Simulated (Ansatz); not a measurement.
Consider a formation energy from the elements of Li3Pd and its elements (Ansatz 0.2.0, Python API).

`formation.py`
```python
"""Is Li3Pd bound against its elements, after relaxing atoms and volume at fixed cell shape."""

from collections import Counter

import ansatz as az
from ase import Atoms
import numpy as np

CUTOFF = 500
K_SPACING = 0.15
OCCUPATIONS = "cold"
WIDTH_EV = 0.05


def ground_state(name, crystal):
    calc = (
        crystal.calculation()
        .functional(az.Functional.PBESOL)
        .basis(CUTOFF)
        .kpoints(spacing=K_SPACING)
        .occupations(OCCUPATIONS, width=WIDTH_EV)
        .stress()
    )
    calc = calc.relax(force_tolerance=0.03, fix_cell=["shape"])
    return calc.run(threads=1)


def counts(outcome):
    return Counter(site.symbol for site in outcome.lattice.sites)

def formation_energy(outcome, mu):
    n = counts(outcome)
    return (outcome.report["energy_sigma0_ev"] - sum(k * mu[element] for element, k in n.items())) / sum(n.values())


def volume_per_atom(outcome):
    return abs(np.linalg.det(outcome.lattice.cell_ang)) / len(outcome.lattice.sites)

phases = {}
li3pd = (
    az.Lattice.from_parameters(3.961472, 3.961472, 7.577036, alpha=90, beta=90, gamma=90)
    .space_group(139, hermann_mauguin="I4/mmm")
    .atom("Li", (0.0, 0.5, 0.25))
    .atom("Li", (0.5, 0.5, 0.0))
    .atom("Pd", (0.0, 0.0, 0.0))
    .primitive()
)
phases["Li3Pd"] = li3pd
li = (
    az.Lattice.from_parameters(3.039143, 3.039143, 3.039143, alpha=109.47122, beta=109.47122, gamma=109.47122)
    .atom("Li", (0.0, 0.0, 0.0))
)
phases["Li"] = li
atoms = Atoms(
    ["Pd"],
    scaled_positions=[
        (0.0, 0.0, 0.0),
    ],
    cell=[
        (0.0, 1.9465, 1.9465),
        (1.9465, 0.0, 1.9465),
        (1.9465, 1.9465, 0.0),
    ],
    pbc=True,
)
pd_cell = az.Crystal.from_ase(atoms)
phases["Pd"] = pd_cell

done = {name: ground_state(name, crystal) for name, crystal in phases.items()}

# chemical potentials of the elements at zero temperature
references = {"Li": "Li", "Pd": "Pd"}
mu = {element: done[name].report["energy_sigma0_ev"] / len(done[name].lattice.sites) for element, name in references.items()}

target = done["Li3Pd"]
heat = formation_energy(target, mu)
for element, value in mu.items():
    print(f"mu({element}) = {value:.4f} eV from {references[element]}, {volume_per_atom(done[references[element]]):.2f} A^3/atom")
print(f"formation energy of Li3Pd: {heat:.4f} eV/atom = {96.4853 * heat:.1f} kJ/mol of atoms")
```

Is Li3Pd bound against its elements at this level, and by how much?

The formation energy is -0.250 eV an atom (-24.1 kJ per mole of atoms), so Li3Pd lies below the reference phases.

The output:

```console
$ python formation.py
mu(Li) = -202.9966 eV from Li, 20.17 A^3/atom
mu(Pd) = -6906.6443 eV from Pd, 14.55 A^3/atom
formation energy of Li3Pd: -0.2499 eV/atom = -24.1 kJ/mol of atoms
```

Reading the output:
- Total energies depend on the potentials; only differences at equal settings carry meaning.
- Atoms and volume are relaxed with the cell's shape held, which in cells of lower than cubic symmetry can hide stresses and shift volumes.
- The cells come from databases of deposited and of computed structures, and not all need be stable phases.
- The compound is the structure given, not necessarily its lowest; energies are at zero temperature, with no correction for gases. A semilocal functional's error on such energies is often 0.05 to 0.1 eV an atom, and 0.1 to 0.3 eV against gases such as O2 or F2.
- Hardware and time: 90 s on 1 thread of Arm Neoverse V1 (shared host), peak memory 0.69 GiB.
